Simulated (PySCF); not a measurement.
# C6H8N2O: NMR shifts at several levels of theory

Aim: compute the NMR shifts of C6H8N2O (`Cc1cc(C=O)nn1C`) at several levels, and see how far they spread and what each costs.

Programs: PySCF 2.14.0, with density-fitted response routines of our own. Each step states its level of theory. These are calculated values for one molecule in the gas phase, unless marked as measured. Atoms are numbered from 0 throughout.

### Step 1. Starting geometry

17 atoms, charge 0, multiplicity 1; geometry from: GFN2-xTB.

Bonds of the start (Å): C0–C1 1.48, C1–C2 1.37, C2–C3 1.41, C3–C4 1.45, C4–O5 1.21, C3–N6 1.33, N6–N7 1.32, N7–C8 1.43, N7–C1 1.36, C0–H9 1.09, C0–H10 1.09, C0–H11 1.09, C2–H12 1.07, C4–H13 1.11, C8–H14 1.09, C8–H15 1.09, C8–H16 1.09.

### Step 2. Optimising the geometry at PBE0-D3(BJ)/def2-SVP

What the job is given:

```
{"job": {"xc": "PBE0", "basis": "def2-SVP", "d3": "d3bj", "grid": 1, "kind": "geom"}, "charge": 0, "multiplicity": 1}
C     -2.104880     1.541270    -0.976520
C     -0.980670     0.724730    -0.455560
C      0.373110     0.960310    -0.407760
C      0.924140    -0.191040     0.198220
C      2.312030    -0.482130     0.500490
O      3.245260     0.247760     0.270350
N     -0.045030    -1.059630     0.492820
N     -1.171800    -0.502630     0.098790
C     -2.419130    -1.186630     0.270850
H     -1.725710     2.481630    -1.366000
H     -2.632350     1.013980    -1.770730
H     -2.821030     1.761000    -0.183290
H      0.912020     1.819310    -0.748500
H      2.450000    -1.469710     0.980800
H     -3.092210    -0.606580     0.904980
H     -2.208750    -2.138010     0.754000
H     -2.902310    -1.358450    -0.692770
```

Log:

```text
step   0  E = -417.39447282  max force = 0.015995
step   1  E = -417.39487089  max force = 0.012010
step   2  E = -417.39577458  max force = 0.004995
step   3  E = -417.39580217  max force = 0.005819
step   4  E = -417.39588952  max force = 0.001157
step   5  E = -417.39589734  max force = 0.000244
optimisation converged
```

It took 36 s on 8 threads of Arm Neoverse V2, shared host.

Along the way:

```csv
step,energy from step 0 (eV),largest force component (eV/Å)
0,0.0000,0.8225
1,-0.0108,0.6176
2,-0.0354,0.2569
3,-0.0362,0.2992
4,-0.0386,0.0595
5,-0.0388,0.0125
```

Distances of close pairs at the start and the end, largest changes first:

```csv
bond,before (Å),after (Å),change (Å)
C2–H12,1.070,1.087,+0.017
C3–C4,1.450,1.465,+0.015
C0–H10,1.090,1.102,+0.013
C4–H13,1.107,1.119,+0.012
C0–H11,1.091,1.102,+0.011
C0–H9,1.086,1.097,+0.011
C1–N7,1.360,1.370,+0.010
C8–H16,1.092,1.101,+0.009
```

The end geometry stands in the next job.

```csv
at the end point,value
point group (found at 0.08 Å tolerance),Cs
"rotational constants (GHz, main isotopes)","3.701, 1.103, 0.859"
dipole moment (D),5.73
```

### Step 3. Nuclear shieldings: PBE0/pcSseg-2

What the job is given:

```
{"job": {"kind": "nmr", "xc": "PBE0", "basis": "pcSseg-2", "pop": false}, "charge": 0, "multiplicity": 1}
C     -2.103242     1.552322    -0.977085
C     -0.977358     0.732516    -0.457167
C      0.382490     0.963038    -0.408823
C      0.918346    -0.195638     0.200571
C      2.317306    -0.507278     0.505778
O      3.244827     0.225379     0.260891
N     -0.041339    -1.069975     0.503566
N     -1.166938    -0.502719     0.104626
C     -2.423122    -1.186085     0.276847
H     -1.720999     2.499339    -1.378512
H     -2.645733     1.037456    -1.786951
H     -2.835753     1.791576    -0.188861
H      0.928721     1.835673    -0.758274
H      2.458776    -1.504044     0.994326
H     -3.105488    -0.603185     0.913990
H     -2.207947    -2.146014     0.758864
H     -2.909857    -1.367183    -0.693618
```

With the program's defaults for keys left out, this is: GIAO PBE0/pcSseg-2 NMR shielding, non-relativistic, gas phase.

Log:

```text
coarse grid: 14688 points
cycle   1  E = -417.6716814331  dE =  1.641e+00  |g| = 8.716e-01  |ddm| = 2.979e+00
cycle   2  E = -417.1041108677  dE =  5.676e-01  |g| = 1.867e+00  |ddm| = 6.574e+00
cycle   3  E = -417.8248371874  dE = -7.207e-01  |g| = 1.826e-01  |ddm| = 5.971e+00
cycle   4  E = -417.8294420639  dE = -4.605e-03  |g| = 1.295e-01  |ddm| = 2.517e-01
cycle   5  E = -417.8325372182  dE = -3.095e-03  |g| = 4.072e-02  |ddm| = 1.029e-01
cycle   6  E = -417.8328962212  dE = -3.590e-04  |g| = 9.011e-03  |ddm| = 3.370e-02
cycle   7  E = -417.8329145231  dE = -1.830e-05  |g| = 2.900e-03  |ddm| = 8.945e-03
cycle   8  E = -417.8329163815  dE = -1.858e-06  |g| = 9.223e-04  |ddm| = 5.464e-03
final grid: 143416 points
cycle   9  E = -417.8363990722  dE = -9.924e-05  |g| = 1.143e-02  |ddm| = 7.884e-02
cycle  10  E = -417.8363357964  dE =  6.328e-05  |g| = 2.135e-02  |ddm| = 2.499e-02
cycle  11  E = -417.8364252670  dE = -8.947e-05  |g| = 2.962e-03  |ddm| = 2.037e-02
cycle  12  E = -417.8364271118  dE = -1.845e-06  |g| = 4.085e-04  |ddm| = 3.801e-03
cycle  13  E = -417.8364271259  dE = -1.407e-08  |g| = 3.313e-04  |ddm| = 5.925e-04
cycle  14  E = -417.8364271498  dE = -2.398e-08  |g| = 5.385e-05  |ddm| = 2.779e-04
cycle  15  E = -417.8364271505  dE = -6.072e-10  |g| = 1.545e-05  |ddm| = 7.624e-05
converged SCF energy = -417.8364271505

GIAO shielding tensors (ppm)
atom      isotropic    diamagn.    paramagn.     s11        s22        s33       span
  0 C      171.081     239.170     -68.089    160.861    167.268    185.113     24.252
  1 C       36.128     266.397    -230.269    -38.948     25.239    122.093    161.041
  2 C       69.167     260.918    -191.751     -7.201     61.852    152.850    160.051
  3 C       24.199     259.675    -235.476    -38.562     -3.384    114.543    153.105
  4 C      -10.912     247.510    -258.422   -102.503    -18.022     87.789    190.292
  5 O     -310.163     396.628    -706.791   -912.033   -406.688    388.231   1300.265
  6 N     -105.822     325.651    -431.472   -353.463    -99.960    135.958    489.421
  7 N       27.847     325.339    -297.492    -97.333     61.211    119.661    216.994
  8 C      144.881     241.845     -96.964    123.463    128.162    183.017     59.554
  9 H       28.748      28.070       0.678     23.247     28.192     34.805     11.557
 10 H       29.103      28.437       0.666     24.757     27.573     34.979     10.222
 11 H       29.102      28.426       0.675     24.745     27.584     34.976     10.231
 12 H       24.391      34.767     -10.377     21.501     24.160     27.510      6.009
 13 H       21.193      28.278      -7.085     18.652     21.348     23.579      4.926
 14 H       27.663      28.852      -1.188     23.560     26.508     32.922      9.362
 15 H       27.031      28.305      -1.274     22.277     26.697     32.119      9.842
 16 H       27.670      28.868      -1.197     23.577     26.486     32.948      9.371
```

Wall time 72 s (8 threads of Arm Neoverse V2, shared host).

The references, computed at this level on geometries of the same kind, shield at (ppm): 1H TMS 31.25, 13C TMS 184.1, 15N NH3 261.7, 17O H2O 328.2. Their shielding less the atom's gives the shift. The references are single molecules in the gas phase, so shifts against H2O, NH3, PH3, H3PO4 or CFCl3 are not on the usual liquid scales and can be off by tens of ppm. Atoms listed in one row are averaged.

```csv
atoms,environment,σ (ppm),δ (ppm)
C4,aldehyde carbonyl carbon,-10.9,195.0
C3,substituted aromatic carbon next to a ring nitrogen,24.2,159.9
C1,substituted aromatic carbon next to a ring nitrogen,36.1,148.0
C2,aromatic CH,69.2,115.0
C8,methyl carbon bonded to N,144.9,39.2
C0,methyl carbon on an aromatic ring,171.1,13.0
H13,hydrogen on an aldehyde carbonyl carbon,21.19,10.05
H12,hydrogen on an aromatic CH,24.39,6.85
"H14, H15, H16",hydrogen on a methyl carbon bonded to N,27.45,3.79
"H9, H10, H11",hydrogen on a methyl carbon on an aromatic ring,28.98,2.26
O5,aldehyde oxygen,-310.2,638.3
N6,pyridine-type nitrogen of an azole,-105.8,367.5
N7,pyrrole-type ring nitrogen,27.8,233.8
```

Ring of atoms C1, C2, C3, N6, N7: NICS(0) -11.7, NICS(1) -10.3, NICS(1)zz -27.7 ppm (means of both faces).

### Step 4. Nuclear shieldings: PBE/pcSseg-2

The job, as its differences from that of step 3:

```diff
@@ -1,2 +1,2 @@
-{"job": {"kind": "nmr", "xc": "PBE0", "basis": "pcSseg-2", "pop": false}, "charge": 0, "multiplicity": 1}
+{"job": {"kind": "nmr", "xc": "PBE", "basis": "pcSseg-2", "pop": false}, "charge": 0, "multiplicity": 1}
 C     -2.103242     1.552322    -0.977085
```

Level: GIAO PBE/pcSseg-2 NMR shielding, non-relativistic, gas phase.

Log:

```text
coarse grid: 14688 points
cycle   1  E = -417.6069314329  dE =  1.362e+00  |g| = 9.924e-01  |ddm| = 2.985e+00
cycle   2  E = -413.9577635989  dE =  3.649e+00  |g| = 3.075e+00  |ddm| = 2.523e+01
cycle   3  E = -417.5598385732  dE = -3.602e+00  |g| = 9.214e-01  |ddm| = 2.520e+01
cycle   4  E = -417.7967729452  dE = -2.369e-01  |g| = 2.793e-01  |ddm| = 8.388e-01
cycle   5  E = -417.7864594632  dE =  1.031e-02  |g| = 3.578e-01  |ddm| = 5.522e-01
cycle   6  E = -417.8136727944  dE = -2.721e-02  |g| = 1.100e-01  |ddm| = 2.767e-01
cycle   7  E = -417.8160805332  dE = -2.408e-03  |g| = 3.253e-02  |ddm| = 1.172e-01
cycle   8  E = -417.8163127107  dE = -2.322e-04  |g| = 7.631e-03  |ddm| = 2.534e-02
cycle   9  E = -417.8163225605  dE = -9.850e-06  |g| = 4.148e-03  |ddm| = 7.039e-03
cycle  10  E = -417.8163254734  dE = -2.913e-06  |g| = 1.914e-03  |ddm| = 4.454e-03
final grid: 143416 points
cycle  11  E = -417.8251380692  dE = -1.440e-04  |g| = 1.681e-02  |ddm| = 1.080e-01
cycle  12  E = -417.8247742846  dE =  3.638e-04  |g| = 4.425e-02  |ddm| = 5.051e-02
cycle  13  E = -417.8251841865  dE = -4.099e-04  |g| = 8.944e-03  |ddm| = 5.107e-02
cycle  14  E = -417.8252019375  dE = -1.775e-05  |g| = 9.065e-04  |ddm| = 1.515e-02
cycle  15  E = -417.8252020274  dE = -8.988e-08  |g| = 6.490e-04  |ddm| = 1.142e-03
cycle  16  E = -417.8252021168  dE = -8.942e-08  |g| = 1.607e-04  |ddm| = 5.167e-04
cycle  17  E = -417.8252021231  dE = -6.358e-09  |g| = 5.372e-05  |ddm| = 2.629e-04
cycle  18  E = -417.8252021237  dE = -5.846e-10  |g| = 1.907e-05  |ddm| = 5.478e-05
converged SCF energy = -417.8252021237

GIAO shielding tensors (ppm)
atom      isotropic    diamagn.    paramagn.     s11        s22        s33       span
  0 C      166.188     239.268     -73.080    155.277    162.027    181.260     25.983
  1 C       34.534     265.493    -230.959    -37.051     25.503    115.149    152.200
  2 C       65.872     260.947    -195.074     -8.610     59.318    146.909    155.519
  3 C       21.634     260.505    -238.871    -34.310     -8.887    108.100    142.410
  4 C      -12.722     245.389    -258.111    -97.677    -19.418     78.931    176.608
  5 O     -303.132     397.368    -700.500   -899.500   -384.973    375.077   1274.577
  6 N     -100.722     326.853    -427.575   -334.214    -92.613    124.661    458.875
  7 N       24.278     324.244    -299.966    -91.965     57.854    106.946    198.912
  8 C      139.659     241.734    -102.075    117.394    122.282    179.301     61.907
  9 H       28.688      28.325       0.363     23.376     28.262     34.426     11.050
 10 H       29.042      28.641       0.401     24.907     27.560     34.659      9.752
 11 H       29.041      28.630       0.411     24.896     27.572     34.656      9.761
 12 H       24.424      34.661     -10.237     21.924     23.955     27.394      5.470
 13 H       20.922      28.155      -7.233     18.440     21.093     23.234      4.793
 14 H       27.578      28.948      -1.370     23.637     26.453     32.644      9.007
 15 H       27.003      28.564      -1.561     22.527     26.749     31.734      9.206
 16 H       27.585      28.963      -1.378     23.654     26.431     32.670      9.017
```

Wall time 48 s (8 threads of Arm Neoverse V2, shared host).

In short: δ C4 192.1, C3 157.8, C1 144.9, C2 113.5, H13 10.26, H12 6.75 ppm.

[end of part 1 of 2]
